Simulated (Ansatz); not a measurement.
**H₇MgNOSi₂: one species, many methods**

One table from this session's results is given with a row withheld; the runs are named, their logs left out.

Program: Ansatz 0.2.0, Gaussian basis. Level of theory: functionals in def2-TZVPP, the program's frozen cores in correlated methods. These are calculated values, not measurements.

Levels to be run: LDA (SPW92), PBE-D4, revPBE-D4, BLYP-D4, r2SCAN-D4, B97M-V, PBE0-D4, B3LYP-D4, r2SCANh-D4, r2SCAN0-D4, HSE06-D4, BHLYP-D4, CAM-B3LYP-D4, LC-ωPBE, ωB97X-V, ωB97M-V, B2PLYP, PBE-QIDH; CCSD(T)/def2-SVP; CCSD(T)/def2-TZVPP; MP2/def2-QZVPP; extrapolation to the limit; RPA on PBE.

## The geometry

The geometry comes from an earlier relaxation with PBE0-D4 in a triple-zeta def2 set; it is a stationary point, not always the lowest conformer.

SMILES `[OH][Mg][N]([SiH3])[SiH3]`, 12 atoms, charge 0, spin multiplicity 1.

Atoms are counted from 1 here; the program's logs count them from 0.

Bond lengths: O1–Mg2 1.755 Å, O1–H6 0.947 Å, Mg2–N3 1.917 Å, N3–Si4 1.710 Å, N3–Si5 1.710 Å, Si4–H7 1.492 Å, Si4–H8 1.491 Å, Si4–H9 1.499 Å, Si5–H10 1.499 Å, Si5–H11 1.492 Å, Si5–H12 1.491 Å. Angles: Mg2–O1–H6 165.3°, O1–Mg2–N3 178.2°, Mg2–N3–Si4 117.1°, Mg2–N3–Si5 117.3°, Si4–N3–Si5 125.6°, N3–Si4–H7 113.6°, N3–Si4–H8 113.6°, N3–Si4–H9 107.2°, H7–Si4–H8 107.2°, H7–Si4–H9 107.4°, H8–Si4–H9 107.4°, N3–Si5–H10 107.3°, N3–Si5–H11 113.5°, N3–Si5–H12 113.6°, H10–Si5–H11 107.4°, H10–Si5–H12 107.5°, H11–Si5–H12 107.2°.

Set-up of the first run:

Contents of in.yaml:

```yaml
crystal:
  periodic: [false, false, false]
  atoms:
    - {symbol: O, position_ang: [-0.492369, 3.323154, 0.764394]}
    - {symbol: Mg, position_ang: [-0.253578, 1.632810, 0.359350]}
    - {symbol: N, position_ang: [0.047555, -0.218877, -0.036794]}
    - {symbol: Si, position_ang: [-1.009819, -1.351797, 0.685891]}
    - {symbol: Si, position_ang: [1.347667, -0.595591, -1.081681]}
    - {symbol: H, position_ang: [-0.771965, 4.227178, 0.793879]}
    - {symbol: H, position_ang: [-1.789862, -2.153432, -0.300791]}
    - {symbol: H, position_ang: [-0.322846, -2.315227, 1.593774]}
    - {symbol: H, position_ang: [-1.992113, -0.577211, 1.512661]}
    - {symbol: H, position_ang: [1.992226, 0.699807, -1.474604]}
    - {symbol: H, position_ang: [0.924283, -1.282949, -2.335865]}
    - {symbol: H, position_ang: [2.397620, -1.443065, -0.446214]}
basis:
  gaussian: {orbitals: def2-TZVPP}
hamiltonian: {xc: lda}
output: {orbitals: {seedname: orbitals}}
```

Started as:

```bash
$ ansatz run in.yaml --threads 2 --pin off --events-out ev --progress --plain --max-ram 32768MiB --backend cuda --devices 0, --max-vram 18GiB
```

Steps of the session up to this table: LDA; PBE-D4 (GGA); revPBE-D4 (GGA); BLYP-D4 (GGA); r2SCAN-D4 (meta-GGA); B97M-V (meta-GGA); B3LYP-D4 (hybrid); r2SCANh-D4 (hybrid); r2SCAN0-D4 (hybrid); HSE06-D4 (hybrid); BHLYP-D4 (hybrid); CAM-B3LYP-D4 (range-separated); LC-ωPBE (range-separated); ωB97X-V (range-separated); ωB97M-V (range-separated); B2PLYP (double hybrid); PBE-QIDH (double hybrid).

One table of the session follows, with a row left open; its other results are not shown here.

It belongs to the step «Frontier levels by functional». 

```
  functional  HOMO (eV)  LUMO (eV)  gap (eV)
 LDA (SPW92)      -6.22      -2.42      3.79
      PBE-D4      -6.11      -2.16      3.95
   revPBE-D4      -6.06      -1.99      4.07
     BLYP-D4      -5.98      -2.10      3.88
   r2SCAN-D4      -6.38      -1.74      4.64
      B97M-V      -6.52      -2.17      4.35
     PBE0-D4      -7.36      -1.39      5.97
    B3LYP-D4          ?          ?         ?
  r2SCANh-D4      -6.84      -1.50      5.35
  r2SCAN0-D4      -7.55      -1.15      6.40
    HSE06-D4      -6.96      -1.75      5.21
    BHLYP-D4      -8.53      -0.75      7.78
CAM-B3LYP-D4      -8.70      -0.60      8.10
     LC-ωPBE     -10.05       0.57     10.62
     ωB97X-V      -9.72       0.35     10.06
     ωB97M-V      -9.62      -0.02      9.60
```

Q: Estimate the row for B3LYP-D4 from the others.

Worked estimate for «HOMO (eV)». Against the share of exact exchange, BLYP-D4 (0, -5.98), BHLYP-D4 (0.5, -8.53) give a slope of -5.10 per unit share; at 0.2 the line stands at -7.00.

**Answer.** HOMO (eV): -7.14; LUMO (eV): -1.66; gap (eV): 5.48. In «HOMO (eV)» the line misses by +0.14.
